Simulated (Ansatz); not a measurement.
Working through a ladder of methods at one geometry of C2H6Cl2Si, SMILES CC(Cl)[SiH2]Cl

Computed with Ansatz 0.2.0, Python API.

Run as a notebook:

**Cell 1**
```python
from pathlib import Path

import ansatz as az
import numpy as np
```

**Cell 2**
```python
BASIS_SET = "def2-SVP"

GEOMETRY = """
C    -1.10250   -0.81200    0.44250
C     0.14000    0.00520    0.65160
Cl    1.29730   -1.06960    1.44930
Si    1.03430    0.70730   -0.87550
Cl   -0.27480    2.07790   -1.76100
H    -1.55230   -1.12240    1.37930
H    -0.97790   -1.62640   -0.22770
H    -1.88130   -0.11350   -0.02830
H    -0.04600    0.84050    1.39900
H     2.23030    1.40890   -0.53430
H     1.19830   -0.35290   -1.87450
"""
```

**Cell 3**
```python
molecule = az.Crystal.molecule()
for line in GEOMETRY.strip().splitlines():
    symbol, *xyz = line.split()
    molecule = molecule.atom(symbol, [float(v) for v in xyz])
```

**Cell 4**
```python
base = molecule.calculation().basis(gaussian=BASIS_SET)
```

**Cell 5**
```python
print("functional    E (Ha)        dipole (D)   HOMO (eV)  LUMO (eV)")
for name in ["blyp", "lda", "pbe", "cam_b3lyp"]:
    r = base.functional(name).forces().orbitals().run(runs_dir="runs").report
    lines = Path(r["orbitals_path"]).read_text().splitlines()
    field_of = lambda key: [line.split("=")[1].strip() for line in lines if line.startswith(key)]
    orbitals = [(27.211386 * float(e), s, float(n)) for e, s, n in zip(field_of("Ene="), field_of("Spin="), field_of("Occup="))]
    homo = max(e for e, _, n in orbitals if n > 0.5)
    lumo = min(e for e, _, n in orbitals if n < 0.5)
    dipole = 4.803205 * np.linalg.norm(r["charge_distribution"]["dipole_moment_e_ang"])
    print(f"{name:10s} {r['free_energy_ev'] / 27.211386246:14.6f} {dipole:9.3f} {homo:11.3f} {lumo:10.3f}")
```
Output:
```text
functional    E (Ha)        dipole (D)   HOMO (eV)  LUMO (eV)
blyp         -1289.240581     0.565      -6.445     -0.307
lda          -1284.413009     0.629      -6.709     -0.802
pbe          -1288.673079     0.597      -6.649     -0.569
cam_b3lyp    -1289.297267     0.506      -9.324      1.617
```

What to keep in mind:
- These settings explore the input space; basis and method may be short of convergence.
- The geometry is a force-field or estimated start, not a minimum of this method, and the basis set is short of its limit. A lower total doesn't mark the better method: functionals have no common bound, and MP2 and coupled cluster aren't variational.
- Levels such as HOMO and LUMO are orbital energies: with these approximate functionals they aren't the ionisation energy and electron affinity, and their gap isn't the fundamental gap.
- Finished in 19 s on 1 thread of Arm Neoverse V1, on a shared host, peak memory 0.36 GiB.
